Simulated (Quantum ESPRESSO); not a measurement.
SiO: phonons with PBE

The system is SiO.

```
Si O
1.0
     0.00000    2.43364    2.43364
     2.43364    0.00000    2.43364
     2.43364    2.43364    0.00000
Si O
1 1
Direct
  0.75000 0.75000 0.75000
  0.00000 0.00000 0.00000
```

The cell was built by a generator and needn't be a form met in nature.

```yaml
Program: Quantum ESPRESSO 7.5
Task: phonons
Functional: PBE
Potentials_or_basis: PseudoDojo 0.4.1 SR PBE standard
Cutoff: 1143 eV
Density_cutoff: 4572 eV
k_mesh: 6 × 6 × 6, shifted
Occupations: fermi-dirac, width 0.05 eV
Spin: no spin polarisation
Mixing_beta: 0.5
Most_SCF_iterations: 120
SCF_threshold: 4e-10 Ry
```

- Pressure after relaxing: 0.2 GPa
- Band gap on the k mesh: none (metal or under the smearing width)
- Highest phonon frequency at Γ: 9 cm⁻¹
- Most unstable mode: 256i cm⁻¹

Levels at points of the mesh, in eV from the Fermi level:
```tsv
k point	band 3	band 4	band 5	band 6	band 7	band 8
(0.08, 0.08, 0.08)	-5.44	-5.44	-4.74	3.31	3.64	3.64
```

Phonon frequencies in cm⁻¹ (negative: imaginary):
```tsv
q point	frequencies
(0.000, 0.000, 0.000)	-256 -256 -256 9 9 9
```

Optical modes at Γ, degenerate ones joined:
```csv
cm⁻¹,components,symmetry,active in
256i,3,T2,IR and Raman
```

Wall time 3.1 min on 1 thread of Intel(R) Xeon(R) Platinum 8259CL CPU @ 2.50GHz (Skylake/Cascade Lake), on a shared host, peak memory 0.07 GiB.

Caveat: the k mesh is coarse (spacing up to 0.37 Å⁻¹), so the values aren't converged; the mesh is thin for the phonons of a metal; some modes are imaginary.
